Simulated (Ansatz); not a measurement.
# H4OSeSi: how energies converge with the basis set

Aim: see how fast density functionals converge with the basis set for H4OSeSi.

Program: Ansatz 0.2.0, Gaussian basis. Level of theory: one geometry, several basis sets. These are calculated values, not measurements.

Levels to be run: PBE0-D4/def2-SVP; ωB97M-V/def2-SVP; PBE0-D4/def2-QZVPP; ωB97M-V/def2-QZVPP; the functionals' def2-TZVPP values are taken from earlier runs.

## Step 1: Structure used throughout

The geometry comes from an earlier relaxation with PBE0-D4 in a triple-zeta def2 set; it is a stationary point, not always the lowest conformer.

SMILES `O[SiH2][SeH]`, 7 atoms, charge 0, spin multiplicity 1.

Atoms are counted from 1 here; the program's logs count them from 0.

Bond lengths: O1–Si2 1.641 Å, O1–H4 0.959 Å, Si2–Se3 2.282 Å, Si2–H5 1.484 Å, Si2–H6 1.477 Å, Se3–H7 1.468 Å. Angles: Si2–O1–H4 117.7°, O1–Si2–Se3 113.4°, O1–Si2–H5 111.9°, O1–Si2–H6 105.4°, Se3–Si2–H5 106.6°, Se3–Si2–H6 107.8°, H5–Si2–H6 111.8°, Si2–Se3–H7 92.5°.

## Step 2: PBE0-D4 in def2-SVP

File in.yaml:

```yaml
crystal:
  periodic: [false, false, false]
  atoms:
    - {symbol: O, position_ang: [-1.543388, -0.123899, -0.495724]}
    - {symbol: Si, position_ang: [-0.158801, 0.527731, 0.098112]}
    - {symbol: Se, position_ang: [1.155345, -0.979836, 1.196893]}
    - {symbol: H, position_ang: [-1.478459, -0.957297, -0.964797]}
    - {symbol: H, position_ang: [0.678720, 1.118623, -0.974948]}
    - {symbol: H, position_ang: [-0.593592, 1.544452, 1.077628]}
    - {symbol: H, position_ang: [2.001476, -1.197875, 0.017336]}
basis:
  gaussian: {orbitals: def2-SVP}
hamiltonian: {xc: pbe0, dispersion: d4}
output: {orbitals: {seedname: orbitals}}
```

Command:

```console
> ansatz run in.yaml --threads 2 --pin off --events-out ev --progress --plain --max-ram 4352MiB
```

The runs that follow: ωB97M-V in def2-SVP; PBE0-D4 in def2-QZVPP; ωB97M-V in def2-QZVPP.

Q: Predict the results of all the runs planned. Wanted: PBE0-D4: double and triple zeta above quadruple; ωB97M-V: double and triple zeta above quadruple.

As calculated:

| quantity | value |
| --- | --- |
| PBE0-D4: double and triple zeta above quadruple | 15.42, 1.78 eV |
| ωB97M-V: double and triple zeta above quadruple | 15.40, 1.71 eV |

For PBE0-D4 the step from double to triple zeta gains 13.64 eV and the next only 1.78 eV. Total energies overstate the basis error of differences, where much of it tends to cancel. The LUMO of ωB97M-V is positive and keeps falling with the basis (2.18 to 1.20 eV): an unbound level that the basis holds in place.
